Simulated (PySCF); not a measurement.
# CuO₂: quartet, from a linear start

The task is one start of a wider search on CuO₂: the quartet, built as linear. It is relaxed, tested by its Hessian and followed downhill if it is a saddle.

Program: PySCF 2.14.0. Level of theory: PBE0, basis Cu def2-TZVP, O def2-TZVP, no relativity, density fitting. These are calculated values, not measurements.

## (1) The starting structure

3 atoms, charge 0, spin multiplicity 4.

Bond lengths: Cu1–O2 1.720 Å, Cu1–O3 1.720 Å. Angles: O2–Cu1–O3 180.0°.

Coordinates in bohr (charge 0 multiplicity 4):
```
Cu    0.0000    0.0000    0.0000
O     0.0000    0.0000    3.2503
O     0.0000    0.0000   -3.2503
```

## (2) First SCF at the start

One driver script runs all steps and calls PySCF; scf.py shows how it sets up the SCF of each step. The optimiser is the driver's own. After this first run the driver tries any further starts and a stability analysis.

File scf.py:

```python
from pyscf import gto, scf, dft
mol = gto.M(atom='''
Cu     0.000000     0.000000     0.000000
O      0.000000     0.000000     1.720000
O      0.000000     0.000000    -1.720000''',
    basis={'Cu': 'def2-TZVP', 'O': 'def2-TZVP'},
    charge=0, spin=3)
mf = dft.UKS(mol, xc='PBE0')
mf.grids.atom_grid = (50, 194)
aux = {'Cu': 'def2-universal-JKFIT', 'O': 'def2-universal-JKFIT'}
mf = mf.density_fit(auxbasis=aux)
mf.conv_tol = 1e-08
mf.diis_space = 10
mf.max_cycle = 60
mf.init_guess = 'minao'
mf.verbose = 4
mf.kernel()
```

Launch:

```bash
$ OMP_NUM_THREADS=4 python axn.py task.json out
```

After this run come: Relaxing the quartet from the linear start; Frequencies.

Q: Predict the outcome of this session. Wanted: minimum; geometry; wavenumbers; dipole moment; highest occupied, lowest empty level; polar-tensor charge of Cu1; zero-point energy; atomisation energy; ⟨S²⟩.

**Answer**, as computed:

| quantity | value |
| --- | --- |
| minimum | quartet, D∞h |
| geometry | Cu–O 1.738 Å (×2); O–Cu–O 180.0° |
| wavenumbers (cm⁻¹) | 112, 155, 606, 686 |
| dipole moment | 0.00 D |
| highest occupied, lowest empty level (either spin) | -8.31, -4.96 eV |
| polar-tensor charge of Cu1 | +0.75 e |
| zero-point energy | 9.3 kJ/mol |
| entropy at 298.15 K | 266.2 J/(mol K) |
| atomisation energy (no zero-point energy) | 490 kJ/mol |
| ⟨S²⟩ | 3.774 |

In words: The linear start keeps its D∞h symmetry and ends in a minimum. The strongest infrared band lies at 686 cm⁻¹ (stretch). Cu1 has a polar-tensor charge of +0.7 e (a dipole derivative, not a static charge), yet symmetry cancels the bond dipoles. Only this shape and spin were tried, so other structures or states may lie lower. The SCF density has lower symmetry than the nuclear frame. Open d and f shells are described by one determinant, and the ground state may have another occupation or spin.
